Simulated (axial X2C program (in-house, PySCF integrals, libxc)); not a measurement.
# A two-component session on RhCl⁺: EOM-IP-CCSD levels

Wanted for RhCl⁺: EOM-IP-CCSD levels, at the two-component level.

Program: an in-house X2C program for linear molecules on PySCF integrals. Level of theory: two-component X2C with atomic mean-field terms, Rh dyall-cv3z, Cl dyall-av3z. These are calculated values, not measurements.

## 1. Input

Contents of task.json:

```json
{
 "zs": [
  45,
  17
 ],
 "q": 1,
 "bas": [
  "dyall-cv3z",
  "dyall-av3z"
 ],
 "r0": 2.24,
 "eom": "ip",
 "rq": 0,
 "thr": -2.0,
 "nmax": 95,
 "grid": [
  1,
  0.96,
  1.045,
  0.92,
  1.09,
  1.15
 ]
}
```

Keys: zs atomic numbers; q charge; bas basis sets; r0 starting distance in Å; eom kind of EOM run; thr threshold in hartree for freezing inner shells (an s shell follows its p shell); nmax most natural virtual spinors; grid distances as factors.

On the command line:

```
> python soeom.py task.json out
```

The runs that follow: EOM-IP-CCSD at 2.267 Å.

What does the calculation give? Wanted: next root led by one particle; T1 of the reference.

**Answer**, as computed:

| quantity | value |
| --- | --- |
| lowest root at 2.267 Å | Ω = 3/2, 9.311 eV |
| next root led by one particle | Ω = 1/2, about 2110 cm⁻¹ higher |
| T1 of the reference | 0.021 |

In words: Removing an electron from the reference determinant of RhCl costs 9.31 eV and empties a spinor of 45% Cl pπ, 40% Rh dπ, 8% Rh dδ. The closed-shell reference lies 0.66 eV above the lowest determinant found, so these energies count from an excited configuration. Errors of 0.1 to 0.3 eV are usual at this size, and roots led by higher excitations are left out, so the list is incomplete, and low states of that kind can be missing.
